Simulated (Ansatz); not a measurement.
# C3H8Si2: the cost of one run

Program: Ansatz 0.2.0. Level of theory: RKS PBE0-D4/6-31G*. These are calculated values, not measurements.

## (1) Starting point

Bond lengths: C1–C2 1.514 Å, C2–C3 1.354 Å, C3–Si4 2.002 Å, C2–Si5 1.942 Å, Si4–Si5 2.223 Å, C1–H6 1.105 Å, C1–H7 1.139 Å, C1–H8 1.052 Å, C3–H9 1.065 Å, Si4–H10 1.461 Å, Si4–H11 1.455 Å, Si5–H12 1.531 Å, Si5–H13 1.520 Å. Angles (14 of 24 angles, heavy atoms first): C1–C2–C3 129.7°, C1–C2–Si5 127.7°, C3–C2–Si5 102.5°, C2–C3–Si4 102.9°, C3–Si4–Si5 75.7°, C2–Si5–Si4 78.9°, C2–C1–H6 113.9°, C2–C1–H7 109.5°, C2–C1–H8 113.3°, C2–C3–H9 130.4°, Si4–C3–H9 126.4°, C3–Si4–H10 107.5°, C3–Si4–H11 109.5°, Si5–Si4–H10 117.3°.

Structure file:

```xyz
13

C    -1.8190    0.5019    0.7709
C    -0.5122    0.0118    0.1834
C    -0.1315   -1.2430   -0.1544
Si    1.7567   -0.9868   -0.7674
Si    1.0581    1.0632   -0.2652
H    -1.7032    1.0534    1.7215
H    -2.2876    1.2679    0.0701
H    -2.5314   -0.2622    0.8979
H    -0.6341   -2.1739   -0.0299
H     1.8130   -1.3488   -2.1815
H     2.6601   -1.6709    0.1451
H     1.6406    1.7061    0.9958
H     0.7110    2.0467   -1.3714
```

## (2) Relaxing end A

The input, input.yaml:

```yaml
crystal:
  periodic: [false, false, false]
  atoms:
    - { symbol: C, position_ang: [-1.819, 0.5019, 0.7709] }
    - { symbol: C, position_ang: [-0.5122, 0.0118, 0.1834] }
    - { symbol: C, position_ang: [-0.1315, -1.243, -0.1544] }
    - { symbol: Si, position_ang: [1.7567, -0.9868, -0.7674] }
    - { symbol: Si, position_ang: [1.0581, 1.0632, -0.2652] }
    - { symbol: H, position_ang: [-1.7032, 1.0534, 1.7215] }
    - { symbol: H, position_ang: [-2.2876, 1.2679, 0.0701] }
    - { symbol: H, position_ang: [-2.5314, -0.2622, 0.8979] }
    - { symbol: H, position_ang: [-0.6341, -2.1739, -0.0299] }
    - { symbol: H, position_ang: [1.813, -1.3488, -2.1815] }
    - { symbol: H, position_ang: [2.6601, -1.6709, 0.1451] }
    - { symbol: H, position_ang: [1.6406, 1.7061, 0.9958] }
    - { symbol: H, position_ang: [0.711, 2.0467, -1.3714] }
basis:
  gaussian: { orbitals: "6-31G*" }
hamiltonian:
  xc: pbe0
  dispersion: d4
relax:
  f_tol: 0.02
  max_steps: 50
output:
  orbitals: {}
```

Command:

```sh
$ ansatz run input.yaml --threads 2 --pin off --max-ram 3072MiB --backend cpu --events-out ev --progress --plain --runs-dir out
```

What time and memory should one allow on 2 threads of Intel Xeon 6975P-C (Granite Rapids), shared host?

About 18 s, with a peak of 0.24 GiB.
